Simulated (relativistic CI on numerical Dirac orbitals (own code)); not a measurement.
# Lu⁺ (5d2) in crystal fields: levels and magnetism

How does a crystal field split the 5d2 shell of Lu⁺, and what follows for the ground state and χT? 6 fields tried.

Program: relativistic CI on numerical Dirac orbitals (own code) version 1. Level of theory: Dirac-Coulomb-Breit CI, KLI orbitals optimised for each configuration, model QED (radiative potential, 1s self-energy scaled to tabulated hydrogen-like ionisation energies), one configuration in a parametric crystal field. These are calculated values, not measurements, unless marked.

## Step 1: The system

* ion: Lu⁺ (Lu II)
* nuclear charge: 71
* electrons: 70
* open shell: 5d2
* Slater scale: 1
* field 1 (cm⁻¹): D3d, 10Dq = 19850, Dsigma = 110, Dtau = 300
* field 2 (cm⁻¹): D3d, 10Dq = 19850, Dsigma = 330, Dtau = 300
* field 3 (cm⁻¹): D3d, 10Dq = 19850, Dsigma = 550, Dtau = 300
* field 4 (cm⁻¹): D3d, 10Dq = 19850, Dsigma = 760, Dtau = 300
* field 5 (cm⁻¹): D3d, 10Dq = 19850, Dsigma = 980, Dtau = 300
* field 6 (cm⁻¹): D3d, 10Dq = 19850, Dsigma = 1200, Dtau = 300

The outer shells:

[Xe] 4f14 5d2
```
[Xe] core
4f [↑↓][↑↓][↑↓][↑↓][↑↓][↑↓][↑↓]
5d [↑ ][↑ ][  ][  ][  ]
```

## Step 2: Field 1: D3d, 10Dq = 19850, Dsigma = 110, Dtau = 300

Settings of the run:

```ini
atom Lu  Z=71  charge=1  electrons=70
nucleus A=175  rms_radius_fm=5.3700
hamiltonian dirac-coulomb  breit=on  qed=on  c_scale=1
orbitals kli  potential=per-configuration
slater_scale 1
correlation none
mixing on
configurations
  [Xe] 4f14 5d2
end
crystal_field D3d 10Dq=19850 Dsigma=110 Dtau=300
```

## Step 3: Field 2: D3d, 10Dq = 19850, Dsigma = 330, Dtau = 300

Changes to the settings of step 2:

```diff
@@ -10,2 +10,2 @@
 end
-crystal_field D3d 10Dq=19850 Dsigma=110 Dtau=300
+crystal_field D3d 10Dq=19850 Dsigma=330 Dtau=300
```

## Step 4: Field 3: D3d, 10Dq = 19850, Dsigma = 550, Dtau = 300

Changes to the settings of step 3:

```diff
@@ -10,2 +10,2 @@
 end
-crystal_field D3d 10Dq=19850 Dsigma=330 Dtau=300
+crystal_field D3d 10Dq=19850 Dsigma=550 Dtau=300
```

## Step 5: Field 4: D3d, 10Dq = 19850, Dsigma = 760, Dtau = 300

Changes to the settings of step 4:

```diff
@@ -10,2 +10,2 @@
 end
-crystal_field D3d 10Dq=19850 Dsigma=550 Dtau=300
+crystal_field D3d 10Dq=19850 Dsigma=760 Dtau=300
```

## Step 6: Field 5: D3d, 10Dq = 19850, Dsigma = 980, Dtau = 300

Changes to the settings of step 5:

```diff
@@ -10,2 +10,2 @@
 end
-crystal_field D3d 10Dq=19850 Dsigma=760 Dtau=300
+crystal_field D3d 10Dq=19850 Dsigma=980 Dtau=300
```

## Step 7: Field 6: D3d, 10Dq = 19850, Dsigma = 1200, Dtau = 300

Changes to the settings of step 6:

```diff
@@ -10,2 +10,2 @@
 end
-crystal_field D3d 10Dq=19850 Dsigma=980 Dtau=300
+crystal_field D3d 10Dq=19850 Dsigma=1200 Dtau=300
```

(Steps that only read results are left out.)

**Question.** What will these runs give? Wanted: ground spin.

As calculated:

| field | ground state | degeneracy | S | J | first gap (cm⁻¹) | stabilisation (cm⁻¹) | χT at 2 K | χT at 300 K |
| --- | --- | --- | --- | --- | --- | --- | --- | --- |
| 1: D3d | E | 2 | 1.00 | 2.71 | 315 | -15778 | 0.060 | 0.544 |
| 2: D3d | E | 2 | 1.00 | 2.71 | 313 | -15926 | 0.066 | 0.556 |
| 3: D3d | E | 2 | 1.00 | 2.72 | 309 | -16081 | 0.072 | 0.569 |
| 4: D3d | E | 2 | 1.00 | 2.72 | 303 | -16235 | 0.078 | 0.582 |
| 5: D3d | E | 2 | 1.00 | 2.72 | 297 | -16404 | 0.085 | 0.597 |
| 6: D3d | E | 2 | 1.00 | 2.72 | 289 | -16582 | 0.093 | 0.612 |

χT is in cm³ K/mol; stabilisation counts from the free ion's lowest level; S and J come from the expectation values of their squares.

| quantity | value |
| --- | --- |
| ground spin (effective S from ⟨S²⟩) | 1: 1.00, 2: 1.00, 3: 1.00, 4: 1.00, 5: 1.00, 6: 1.00 |
| χT at 300 K | 0.54 to 0.61 cm³ K/mol |

**Reading.** All fields leave the ground state at S = 1. The field is a set of parameters, without covalency or charge transfer.
